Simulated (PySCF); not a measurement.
# BBrH5P: the cost of one run

The runs use PySCF 2.14.0, with density-fitted response routines of our own; the level of theory stands in each step. All values are computed, except where a source is named. Atoms count from 0, in the outputs and in this text.

## Step 1: The molecule as given

8 atoms, charge 0, multiplicity 1; geometry from: GFN2-xTB. The atoms were then displaced at random by about 0.01 Å, so the start is not that level's minimum.

Bonds of the start (Å): P0–B1 1.94, B1–Br2 2.01, P0–H3 1.39, P0–H4 1.37, P0–H5 1.40, B1–H6 1.18, B1–H7 1.18.

## Step 2: Relaxing the molecule at PBE0-D3(BJ)/def2-SVP

What the job is given:

```
{"job": {"xc": "PBE0", "basis": "def2-SVP", "d3": "d3bj", "grid": 1, "shake": 0.01, "kind": "geom"}, "charge": 0, "multiplicity": 1}
P      0.863630     0.059490     0.003130
B     -0.996990    -0.475570    -0.101870
Br    -1.708990     1.341990     0.366180
H      1.232960     0.642050     1.206060
H      1.984950    -0.691470    -0.229500
H      1.151640     1.153140    -0.823510
H     -1.216550    -1.274520     0.740680
H     -1.255510    -0.774250    -1.213630
```

On the command line:

```sh
$ OMP_NUM_THREADS=1 python probes_run.py task.json out
```

One launch serves the whole session: the jobs run in the order shown.

**Question.** How long does this first job take on 1 thread of Arm Neoverse V1, shared host, and how much memory does it need?

About 15 s, with a peak of 0.38 GiB.
